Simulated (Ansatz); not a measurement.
# C3H9ClSi: geometry at several levels

Wanted for C3H9ClSi: geometry at several levels.

Computed with Ansatz 0.2.0 (the levels named in each step, unless a step's input says otherwise).

## (1) Starting point

Bond lengths: C1–Si2 1.904 Å, Si2–C3 1.906 Å, Si2–C4 1.904 Å, Si2–Cl5 2.045 Å, C1–H6 1.086 Å, C1–H7 1.086 Å, C1–H8 1.095 Å, C3–H9 1.086 Å, C3–H10 1.086 Å, C3–H11 1.083 Å, C4–H12 1.086 Å, C4–H13 1.081 Å, C4–H14 1.086 Å. Angles (14 of 24 angles, heavy atoms first): C1–Si2–C3 110.9°, C1–Si2–C4 110.6°, C1–Si2–Cl5 108.2°, C3–Si2–C4 110.7°, C3–Si2–Cl5 108.0°, C4–Si2–Cl5 108.3°, Si2–C1–H6 111.3°, Si2–C1–H7 111.3°, Si2–C1–H8 111.1°, Si2–C3–H9 111.4°, Si2–C3–H10 111.3°, Si2–C3–H11 111.4°, Si2–C4–H12 111.3°, Si2–C4–H13 111.5°.

Structure file:

```xyz
14

C    -1.0586    1.3706   -1.1334
Si   -0.1475   -0.1144   -0.3652
C     1.3246   -0.6444   -1.4540
C    -1.3450   -1.5702   -0.0972
Cl    0.5860    0.4577    1.4554
H    -1.4725    1.1198   -2.1051
H    -1.8803    1.6993   -0.5033
H    -0.3860    2.2258   -1.2543
H     1.8696   -1.4714   -1.0077
H     0.9927   -0.9647   -2.4367
H     2.0212    0.1716   -1.6005
H    -1.7639   -1.9147   -1.0375
H    -2.1700   -1.2928    0.5443
H    -0.8428   -2.4150    0.3657
```

## (2) A rough first relaxation, PBE-D4/def2-SVP

The input, input.yaml:

```yaml
crystal:
  periodic: [false, false, false]
  atoms:
    - { symbol: C, position_ang: [-1.05858, 1.37063, -1.1334] }
    - { symbol: Si, position_ang: [-0.14749, -0.11443, -0.36522] }
    - { symbol: C, position_ang: [1.32456, -0.64443, -1.45399] }
    - { symbol: C, position_ang: [-1.34499, -1.57016, -0.09715] }
    - { symbol: Cl, position_ang: [0.58605, 0.45775, 1.45538] }
    - { symbol: H, position_ang: [-1.4725, 1.11984, -2.10508] }
    - { symbol: H, position_ang: [-1.88027, 1.69928, -0.50328] }
    - { symbol: H, position_ang: [-0.38598, 2.22577, -1.25428] }
    - { symbol: H, position_ang: [1.86964, -1.47145, -1.00774] }
    - { symbol: H, position_ang: [0.99274, -0.96465, -2.43671] }
    - { symbol: H, position_ang: [2.02117, 0.17162, -1.60052] }
    - { symbol: H, position_ang: [-1.76391, -1.91466, -1.03747] }
    - { symbol: H, position_ang: [-2.16996, -1.2928, 0.54425] }
    - { symbol: H, position_ang: [-0.84277, -2.415, 0.36571] }
basis:
  gaussian: { orbitals: def2-SVP }
hamiltonian:
  xc: pbe
  dispersion: d4
relax:
  f_tol: 0.03
  max_steps: 200
```

On the command line:

```sh
ansatz run input.yaml --threads 4 --pin off --max-ram 10240MiB --backend cpu --events-out ev --progress --plain --runs-dir out
```

The runs that follow: Relaxation, r2SCAN-D4/def2-TZVP; Relaxation, B3LYP-D4/def2-TZVP.

Q: Predict the outcome of this session. Wanted: C1–Si2 at B3LYP-D4/def2-TZVP; Si2–C3 at B3LYP-D4/def2-TZVP; Si2–C4 at B3LYP-D4/def2-TZVP.

**Answer**, as computed:

| quantity | value |
| --- | --- |
| C1–Si2 at B3LYP-D4/def2-TZVP | 1.867 Å |
| Si2–C3 at B3LYP-D4/def2-TZVP | 1.867 Å |
| Si2–C4 at B3LYP-D4/def2-TZVP | 1.867 Å |

What this shows: The C–Si distance spreads over 0.005 Å, from r2SCAN-D4/def2-TZVP (shortest) to B3LYP-D4/def2-TZVP.
